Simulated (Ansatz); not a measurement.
# C₃H₁₀BN: one species, many methods

One table from this session's results is given with a row withheld; the runs are named, their logs left out.

Program: Ansatz 0.2.0, Gaussian basis. Level of theory: functionals in def2-TZVPP, the program's frozen cores in correlated methods. These are calculated values, not measurements.

Levels to be run: LDA (SPW92), PBE-D4, revPBE-D4, BLYP-D4, r2SCAN-D4, B97M-V, PBE0-D4, B3LYP-D4, r2SCANh-D4, r2SCAN0-D4, HSE06-D4, BHLYP-D4, CAM-B3LYP-D4, LC-ωPBE, ωB97X-V, ωB97M-V, B2PLYP, PBE-QIDH; CCSD(T)/def2-SVP; CCSD(T)/def2-TZVPP; MP2/def2-QZVPP; extrapolation to the limit; RPA on PBE.

## The geometry

An earlier PBE0-D4 in a triple-zeta def2 set relaxation fixed the geometry.

15 atoms, charge 0, spin multiplicity 1.

Atoms are counted from 1 here; the program's logs count them from 0.

Bond lengths: C1–B2 1.566 Å, C1–H6 1.092 Å, C1–H7 1.100 Å, C1–H8 1.095 Å, B2–C3 1.568 Å, B2–C4 1.569 Å, C3–H9 1.098 Å, C3–H10 1.096 Å, C3–H11 1.093 Å, C4–N5 1.454 Å, C4–H12 1.100 Å, C4–H13 1.109 Å, N5–H14 1.011 Å, N5–H15 1.011 Å. Angles: B2–C1–H6 114.9°, B2–C1–H7 108.5°, B2–C1–H8 111.1°, H6–C1–H7 107.1°, H6–C1–H8 109.5°, H7–C1–H8 105.2°, C1–B2–C3 121.0°, C1–B2–C4 120.5°, C3–B2–C4 118.6°, B2–C3–H9 108.3°, B2–C3–H10 111.3°, B2–C3–H11 115.2°, H9–C3–H10 104.9°, H9–C3–H11 107.8°, H10–C3–H11 108.7°, B2–C4–N5 116.7°, B2–C4–H12 106.4°, B2–C4–H13 105.8° and more.

The first run:

Contents of in.yaml:

```yaml
crystal:
  periodic: [false, false, false]
  atoms:
    - {symbol: C, position_ang: [-1.417401, -0.298245, 0.712169]}
    - {symbol: B, position_ang: [0.096760, -0.250786, 0.317073]}
    - {symbol: C, position_ang: [1.189090, -0.911089, 1.226993]}
    - {symbol: C, position_ang: [0.554118, 0.480635, -0.993139]}
    - {symbol: N, position_ang: [-0.498661, 0.968165, -1.869369]}
    - {symbol: H, position_ang: [-1.653193, -0.958710, 1.548793]}
    - {symbol: H, position_ang: [-1.734448, 0.714744, 1.000251]}
    - {symbol: H, position_ang: [-2.041917, -0.559837, -0.148313]}
    - {symbol: H, position_ang: [1.033493, -1.998217, 1.220072]}
    - {symbol: H, position_ang: [1.065559, -0.614811, 2.274577]}
    - {symbol: H, position_ang: [2.222371, -0.719980, 0.927680]}
    - {symbol: H, position_ang: [1.178456, -0.236516, -1.546844]}
    - {symbol: H, position_ang: [1.276161, 1.257024, -0.668121]}
    - {symbol: H, position_ang: [-0.128704, 1.543495, -2.614492]}
    - {symbol: H, position_ang: [-1.163482, 1.533531, -1.358130]}
basis:
  gaussian: {orbitals: def2-TZVPP}
hamiltonian: {xc: lda}
output: {orbitals: {seedname: orbitals}}
```

Steps of the session up to this table: LDA; PBE-D4 (GGA); revPBE-D4 (GGA); BLYP-D4 (GGA); r2SCAN-D4 (meta-GGA); B97M-V (meta-GGA); PBE0-D4 (hybrid); B3LYP-D4 (hybrid); r2SCANh-D4 (hybrid); r2SCAN0-D4 (hybrid); HSE06-D4 (hybrid); BHLYP-D4 (hybrid); CAM-B3LYP-D4 (range-separated); LC-ωPBE (range-separated); ωB97X-V (range-separated); ωB97M-V (range-separated); B2PLYP (double hybrid); PBE-QIDH (double hybrid).

One of the session's tables, all rows but one given; the rest of the session is left out.

It belongs to the step «Orbital energies across the functionals». 

| functional | HOMO (eV) | gap (eV) |
| --- | --- | --- |
| LDA (SPW92) | -5.31 | 3.95 |
| PBE-D4 | -5.20 | 4.06 |
| revPBE-D4 | -5.15 | 4.12 |
| BLYP-D4 | -5.11 | 4.11 |
| r2SCAN-D4 | ? | ? |
| B97M-V | -5.67 | 4.96 |
| PBE0-D4 | -6.67 | 6.56 |
| B3LYP-D4 | -6.45 | 6.10 |
| r2SCANh-D4 | -6.05 | 5.67 |
| r2SCAN0-D4 | -6.88 | 7.01 |
| HSE06-D4 | -6.27 | 5.77 |
| BHLYP-D4 | -8.10 | 9.09 |
| CAM-B3LYP-D4 | -8.13 | 9.16 |
| LC-ωPBE | -9.51 | 11.76 |
| ωB97X-V | -9.17 | 11.30 |
| ωB97M-V | -9.09 | 10.97 |

**Question.** Estimate the row for r2SCAN-D4.

Worked estimate for «HOMO (eV)». Against the share of exact exchange, r2SCANh-D4 (0.1, -6.05), r2SCAN0-D4 (0.25, -6.88) give a slope of -5.53 per unit share; at 0 the line stands at -5.50.

**Answer.** HOMO (eV): -5.49; gap (eV): 4.77. In «HOMO (eV)» the line misses by -0.01.
